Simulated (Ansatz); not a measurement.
# Ti: response to strain

Ti is deformed so: equal xx and yy strain of -3 %. What stress and forces result, by LAPW, PAW and all-electron datasets made for the crystal?

Computed with Ansatz 0.2.0 (DFT LDA, scalar-relativistic, unless a step's input says otherwise).

## (1) Starting point

The structure is cubic, space group Fm-3m (No. 225). Conventional cell: a = 4.060 Å, b = 4.060 Å, c = 4.060 Å, α = 90.00°, β = 90.00°, γ = 90.00°. Ti (site symmetry m-3m) has 12 Ti at 2.87 Å as nearest neighbours.

As a file:

```
CELL_PARAMETERS angstrom
0.00000 2.03000 2.03000
2.03000 0.00000 2.03000
2.03000 2.03000 0.00000
ATOMIC_POSITIONS crystal
Ti 0.00000 0.00000 0.00000
```

## (2) After the deformation

Space group Fm-3m before, I4/mmm after.

## (3) LAPW, all electrons

Input file input.yaml:

```yaml
crystal:
  lattice:
    - [0.0, 1.9691, 2.03]
    - [1.9691, 0.0, 2.03]
    - [1.9691, 1.9691, 0.0]
  atoms:
    - { symbol: Ti, position: [0.0, 0.0, 0.0] }
kpoints:
  mp_grid: { grid: [15, 15, 15] }
  band_path:
    path:
      - [0.0, 0.0, 0.0]
      - [0.0, 0.5, 0.5]
      - [0.25, 0.75, 0.5]
      - [0.0, 0.5, 0.0]
      - [0.0, 0.0, 0.0]
      - [0.5, 0.5, 0.0]
      - [0.3676125, 0.6323875, 0.0]
      - [-0.3676125, 0.3676125, 0.0]
      - [0.0, 0.0, 0.0]
    npoints: 5
scf:
  occupations: { method: fermi_dirac, width: 0.05 }
hamiltonian:
  xc: lda
  pseudopotentials: { kind: all_electron, lapw: { basis_error: 0.00025 } }
output:
  forces: true
  stress: true
  eigenvalues: true
```

Command:

```
$ ansatz run input.yaml --threads 1 --pin off --max-ram 3072MiB --backend cpu --events-out ev --progress --plain --runs-dir out
```

## (4) Frozen-core PAW

Input file input.yaml:

```yaml
crystal:
  lattice:
    - [0.0, 1.9691, 2.03]
    - [1.9691, 0.0, 2.03]
    - [1.9691, 1.9691, 0.0]
  atoms:
    - { symbol: Ti, position: [0.0, 0.0, 0.0] }
kpoints:
  mp_grid: { grid: [15, 15, 15] }
scf:
  occupations: { method: fermi_dirac, width: 0.05 }
hamiltonian:
  xc: lda
  pseudopotentials: { kind: paw }
output:
  forces: true
  stress: true
  eigenvalues: true
  efg: { contact_densities: true }
```

## (5) All-electron PAW on datasets made for the crystal

Edit input.yaml of step 4 so:

```diff
@@ -13,3 +13,3 @@
   xc: lda
-  pseudopotentials: { kind: paw }
+  pseudopotentials: { kind: all_electron, datasets: crystal }
 output:
```

(Steps that only read results are left out.)

Before running it: what results should come out? Wanted: pressure; largest shear or deviatoric stress.

The runs gave:

```
                                 quantity                                           value
                                 pressure  LAPW 2.29, PAW 2.28, crystal datasets 2.30 GPa
largest shear or deviatoric stress (LAPW)                                        0.56 GPa
```

In words: The largest part of the stress beyond the pressure is 0.56 GPa in size, in the zz component. No run of the undeformed cell stands beside it, so the pressure holds what the given cell had before the change. PAW: stress within 0.01 GPa of LAPW. Crystal datasets: stress within 0.01 GPa of LAPW.
